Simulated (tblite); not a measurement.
# C5H13FOSi2: the cost of one run

The runs use tblite 0.8.0 and PySCF 2.14.0, with density-fitted response routines of our own; the level of theory stands in each step. All values are computed, except where a source is named. Atoms are numbered from 0 throughout.

### Step 1. The starting structure

22 atoms, charge 0, multiplicity 1; geometry from: force field or distance geometry start.

Bonds of the start (Å): C0–C1 1.49, C1–O2 1.39, O2–C3 1.37, C3–C4 1.49, C4–Si5 1.84, C4–C6 1.34, C6–Si7 1.84, Si7–F8 1.70, C0–H9 1.12, C0–H10 1.12, C0–H11 1.14, C1–H12 1.11, C1–H13 1.13, C3–H14 1.14, C3–H15 1.10, Si5–H16 1.49, Si5–H17 1.49, Si5–H18 1.47, C6–H19 1.09, Si7–H20 1.44, Si7–H21 1.48.

### Step 2. Geometry optimisation with GFN2-xTB

The job: settings as JSON, then the geometry in Å.

```
{"job": {"kind": "relax", "xc": "GFN2-xTB", "basis": "xTB"}, "charge": 0, "multiplicity": 1}
C     -3.329400    -0.654700     0.468300
C     -2.615600    -0.537900    -0.837400
O     -1.233300    -0.627700    -0.769100
C     -0.622100     0.341900    -0.020600
C      0.861900     0.226300     0.042300
Si     1.743600    -1.255400     0.676600
C      1.559100     1.267400    -0.418600
Si     3.402900     1.329500    -0.435900
F      3.885500     2.428900    -1.637100
H     -3.419700     0.323400     1.012700
H     -2.976400    -1.477700     1.139100
H     -4.407400    -0.939800     0.231300
H     -2.960900     0.368800    -1.370100
H     -2.953200    -1.407000    -1.468200
H     -0.995800     0.204000     1.045100
H     -0.987500     1.330800    -0.321000
H      2.882700    -0.806300     1.528300
H      2.378800    -2.033900    -0.417300
H      0.813700    -2.126100     1.413000
H      1.013200     2.131300    -0.784700
H      4.030200     0.060700    -0.723600
H      3.919300     1.873000     0.844600
```

The run is started by

```sh
$ OMP_NUM_THREADS=1 python probes_run.py task.json out
```

This one command runs all jobs of the session in turn.

**Question.** How long does this first job take on 1 thread of Arm Neoverse V1, shared host?

About 1.5 s.
